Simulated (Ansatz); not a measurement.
# AlAu: one contact scaled

An exercise on one series of results from a longer session: the logs are not shown, and one member is left open.

Program: Ansatz 0.2.0. Level of theory: DFT r²SCAN, with the methods named in each step. These are calculated values, not measurements.

3 further runs of the same task are left out: 3 that didn't finish.

## Starting point

The structure is cubic, space group Pm-3m (No. 221). The conventional cell has a = 3.224 Å, b = 3.224 Å, c = 3.224 Å, α = 90.00°, β = 90.00°, γ = 90.00°. Around Al (site symmetry m-3m) lie 8 Au at 2.79 Å. Around Au (site symmetry m-3m) lie 8 Al at 2.79 Å.

Structure file:

```
Al Au
1.0
     3.22394    0.00000    0.00000
     0.00000    3.22394    0.00000
     0.00000    0.00000    3.22394
Al Au
1 1
Direct
  0.00000 0.00000 0.00000
  0.50000 0.50000 0.50000
```

Atoms are numbered in the order of the input: Al1, Au2.

Set-up of the first run:

File input.yaml:

```yaml
crystal:
  lattice:
    - [3.223942, 0.0, 0.0]
    - [0.0, 3.223942, 0.0]
    - [0.0, 0.0, 3.223942]
  atoms:
    - { symbol: Al, position: [0.0, 0.0, 0.0] }
    - { symbol: Au, position: [0.5, 0.5, 0.5] }
kpoints:
  mp_grid: { grid: [9, 9, 9] }
scf:
  occupations: { method: fermi_dirac, width: 0.05 }
hamiltonian:
  xc: r2scan
  pseudopotentials: { kind: paw }
output:
  forces: true
  stress: true
  eigenvalues: true
  efg: { contact_densities: true }
  populations: true
  write_density: true
  write_potential: true
  elf: true
  volumetric_format: npy
```

Run with:

```
ansatz run input.yaml --threads 1 --pin off --max-ram 2048MiB --backend cpu --events-out ev --progress --plain --runs-dir out
```

Steps of the session up to this table: Shortest bond scaled by 1, PAW; Shortest bond scaled by 1.1, PAW; Shortest bond scaled by 0.94, PAW; Shortest bond scaled by 0.7, PAW; Shortest bond scaled by 0.64, PAW; Shortest bond scaled by 0.64, PAW (source ansatz).

One of the session's tables, all rows but one given; the rest of the session is left out.

| method | length (Å) | F from the given length (eV/cell) | force along the bond (eV/Å) | pressure (GPa) | largest force (eV/Å) |
| --- | --- | --- | --- | --- | --- |
| PAW | 1.787 | 4.579 | 19.936 | 61.73 | 19.936 |
| PAW | 1.954 | 2.146 | 10.125 | 34.24 | 10.125 |
| PAW | 2.624 | ? | ? | ? | ? |
| PAW | 2.792 | 0.000 | 0.000 | -4.91 | 0.000 |
| PAW | 3.071 | 0.073 | -0.641 | -1.86 | 0.641 |
| PAW (source ansatz) | 1.787 | – | 20.116 | 62.34 | 20.116 |

**Question.** Estimate the row for PAW, 2.624.

**Answer.** F from the given length (eV/cell): 0.023; force along the bond (eV/Å): 0.295; pressure (GPa): -3.84; largest force (eV/Å): 0.295.

Caveats from the session: Warnings in the runs' records: gradients without spin orbit.
